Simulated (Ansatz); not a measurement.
# Cl2GeH2, SMILES [Cl][GeH2][Cl]: a relaxed scan of one distance

With Ansatz 0.2.0, Python API.

Typed at the interpreter:
```pycon
>>> import ansatz as az
>>> from ase import Atoms
>>> import numpy as np
>>> atoms = Atoms(['Cl', 'Ge', 'Cl', 'H', 'H'], positions=[
...     [-1.7732, -0.1798, 1.0313],
...     [0.0027, 0.0665, -0.1238],
...     [1.5546, -1.0546, 0.8237],
...     [-0.143, -0.4638, -1.5608],
...     [0.4089, 1.558, -0.2118],
... ])
>>> cl2geh2 = az.Crystal.molecule_from_ase(atoms)
>>> model = (
...     cl2geh2.calculation()
...     .basis(gaussian='def2-SVP')
...     .functional('B3LYP')
... )
>>> symbols = [site.symbol for site in cl2geh2.cartesian_sites]
>>> pairs = [(0, 1), (1, 2), (1, 3), (1, 4)]
>>> print('held (A)   E (eV)        ', '  '.join(f'{symbols[i]}{i}-{symbols[j]}{j}' for i, j in pairs))
held (A)   E (eV)         Cl0-Ge1  Ge1-Cl2  Ge1-H3  Ge1-H4
>>> for length in [1.96, 2.13, 2.3, 2.56, 2.88]:
...     summary = model.relax(constraints=[az.DistanceConstraint((0, 1), at=length)], force_tolerance=0.02, max_steps=60).run(threads=1, pin='off').report
...     xyz = np.array(summary['positions_ang'])
...     print(f'{length:6.2f} {summary["free_energy_ev"]:14.5f}  ', '  '.join(f'{np.linalg.norm(xyz[i] - xyz[j]):.3f}' for i, j in pairs))
...
DeckWarning: relax.constraints: the input's atoms, or those drawn, lie off the distances that are held; a relaxation that starts there is brought onto them ahead of its first SCF, by positions alone, [...]
  1.96   -81584.79667   1.960  2.181  1.537  1.537
  2.13   -81585.24745   2.130  2.170  1.535  1.535
  2.30   -81585.14614   2.300  2.160  1.533  1.534
  2.56   -81584.55361   2.560  2.149  1.531  1.531
  2.88   -81583.66537   2.880  2.139  1.530  1.530
```

Total energies depend on the basis set; only differences at equal settings carry meaning. Warnings are shown shortened and without file and line. The energies are electronic: no zero-point or thermal terms, and the basis set is short of its limit. b3lyp holds the VWN-RPA fit, as in Gaussian; the form of ORCA and Turbomole is b3lyp5. The whole script took 67 s on 1 thread of Arm Neoverse V1, with other jobs on the host, peak memory 0.24 GiB.
